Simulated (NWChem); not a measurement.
# As2 (SMILES [As]#[As]): B3LYP/def2-TZVPPD

Aim: the vertical electron affinity of As2 at B3LYP/def2-TZVPPD, from 2 runs. 

The results are computed with NWChem 7.3.0.

7 further runs of the same task are left out: 7 set aside as unsound or not needed.

### 1 The molecule

As2 has 2 atoms, charge 0, and is taken as a singlet. As SMILES, `[As]#[As]`. Geometry: relaxed at PBE0-D4/def2-TZVP.

Bond lengths: As1–As2 2.089 Å.

### 2 Energy and forces at B3LYP/def2-TZVPPD

Input file input.nw:

```
start input
memory total 2200 mb
geometry units angstroms noautosym nocenter noautoz
 As     0.000000     0.000000     0.002480
 As     0.000000     0.000000     2.091490
end
basis spherical bse
 As library def2-TZVPPD
end
dft
 xc b3lyp
 grid fine
 convergence energy 1e-08
 iterations 100
 mulliken
end
task dft gradient
```

Launch:

```bash
$ nwchem input.nw > input.out
```

The program printed:

```text
[...]
          Wavefunction type:  closed shell.
          No. of atoms     :     2
          No. of electrons :    66
[...]
          Charge           :     0
          Spin multiplicity:     1
[...]
          AO basis - number of functions:   108
[...]
              XC Information
              --------------
                         B3LYP Method XC Potential
                     Hartree-Fock (Exact) Exchange  0.200
                        Slater Exchange Functional  0.800 local
                    Becke 1988 Exchange Functional  0.720 non-local
              Lee-Yang-Parr Correlation Functional  0.810
                  VWN I RPA Correlation Functional  0.190 local
[...]
 d= 0,ls=0.0,diis     1  -4471.8218975801 -4.75D+03  4.42D-03  7.47D-01     3.2
[...]
 d= 0,ls=0.0,diis     7  -4471.8472433149 -7.12D-09  1.64D-06  3.55D-09    15.0
         Total DFT energy =    -4471.847243314941
      One electron energy =    -6779.312806931556
           Coulomb energy =     2197.785152079384
    Exchange-Corr. energy =     -166.179457089856
 Nuclear repulsion energy =      275.859868627087
[...]
      Total Density - Mulliken Population Analysis
     ---------------------------------------------
    Atom       Charge   Shell Charges
 -----------   ------   -------------------------------------------------------
    1 As  33    33.00   2.00  2.00  1.18  0.77  1.11  0.82  0.04  5.99  5.75  0.42  1.58  1.25  8.88  1.07  0.06  0.06 -0.00  0.01
    2 As  33    33.00   2.00  2.00  1.18  0.77  1.11  0.82  0.04  5.99  5.75  0.42  1.58  1.25  8.88  1.07  0.06  0.06 -0.00  0.01
[...]
  wavefunction    = closed shell
                         DFT ENERGY GRADIENTS
    atom               coordinates                        gradient
                 x          y          z           x          y          z
   1 As      0.000000   0.000000   0.004687   -0.000000  -0.000000   0.007773
   2 As      0.000000   0.000000   3.952343    0.000000   0.000000  -0.007773
[...]
```

Wall time 21 s (1 thread of Intel Xeon 6975P-C (Granite Rapids), shared host); peak memory 0.13 GiB.

### 3 The doublet anion: a single-point energy at UB3LYP/def2-TZVPPD

Input file as2.nw:

```
start as2
memory total 2200 mb
charge -1

geometry noautosym nocenter noautoz
As       0.000000       0.000000       0.002480
As       0.000000       0.000000       2.091490
end

basis spherical bse
* library def2-TZVPPD
end

dft
xc b3lyp
mult 2
grid fine
convergence energy 1e-08
iterations 100
mulliken
end

task dft
```

Launch:

```bash
$ nwchem as2.nw > as2.out
```

The program printed:

```text
[...]
          Wavefunction type:  spin polarized.
          No. of atoms     :     2
          No. of electrons :    67
[...]
          Charge           :    -1
          Spin multiplicity:     2
[...]
          AO basis - number of functions:   108
[...]
              XC Information
              --------------
                         B3LYP Method XC Potential
                     Hartree-Fock (Exact) Exchange  0.200
                        Slater Exchange Functional  0.800 local
                    Becke 1988 Exchange Functional  0.720 non-local
              Lee-Yang-Parr Correlation Functional  0.810
                  VWN I RPA Correlation Functional  0.190 local
[...]
 d= 0,ls=0.0,diis     1  -4471.3815979251 -4.75D+03  1.60D-02  2.87D+00     3.5
[...]
 d= 0,ls=0.0,diis     8  -4471.8696469685 -3.30D-09  1.02D-06  1.16D-08    19.8
[...]
         Total DFT energy =    -4471.869646968466
      One electron energy =    -6795.236675071699
           Coulomb energy =     2213.931951061807
    Exchange-Corr. energy =     -166.424791585660
 Nuclear repulsion energy =      275.859868627087
[...]
      Total Density - Mulliken Population Analysis
     ---------------------------------------------
    Atom       Charge   Shell Charges
 -----------   ------   -------------------------------------------------------
    1 As  33    33.50   2.00  2.00  1.17  0.77  1.06  0.78  0.14  5.99  5.76  0.44  1.60  1.59  8.88  1.07  0.07  0.04  0.12  0.01
    2 As  33    33.50   2.00  2.00  1.17  0.77  1.06  0.78  0.14  5.99  5.76  0.44  1.60  1.59  8.88  1.07  0.07  0.04  0.12  0.01
[...]
      <S2> =      0.7534 (Exact =     0.7500)
[...]
```

Wall time 20 s (1 thread of Intel Xeon 6975P-C (Granite Rapids), shared host); peak memory 0.12 GiB.

### 4 Summary of results

Level: B3LYP/def2-TZVPPD.

| quantity | value |
| --- | --- |
| singlet As2: total energy | -4471.84724 Eh |
| singlet As2: dipole moment | 0.00 D |
| singlet As2: HOMO energy | -7.24 eV |
| singlet As2: LUMO energy | -2.83 eV |
| singlet As2: HOMO–LUMO gap | 4.42 eV |
| singlet As2: largest force on an atom | 0.400 eV/Å |
| doublet anion: total energy | -4471.86965 Eh |
| doublet anion: HOMO energy (highest over α and β) | 1.56 eV |
| doublet anion: LUMO energy (lowest over α and β) | 2.84 eV |
| doublet anion: ⟨S²⟩ | 0.753 |
| vertical electron affinity (to the doublet anion) | 0.610 eV |

In words: At fixed nuclei the extra electron is bound by 0.61 eV (14.1 kcal/mol). The largest force (singlet As2) is 0.40 eV/Å: the shape isn't a stationary point for this species at this level. The HOMO (doublet anion) lies at positive energy, 1.56 eV; only total energies tell whether the electron is bound.
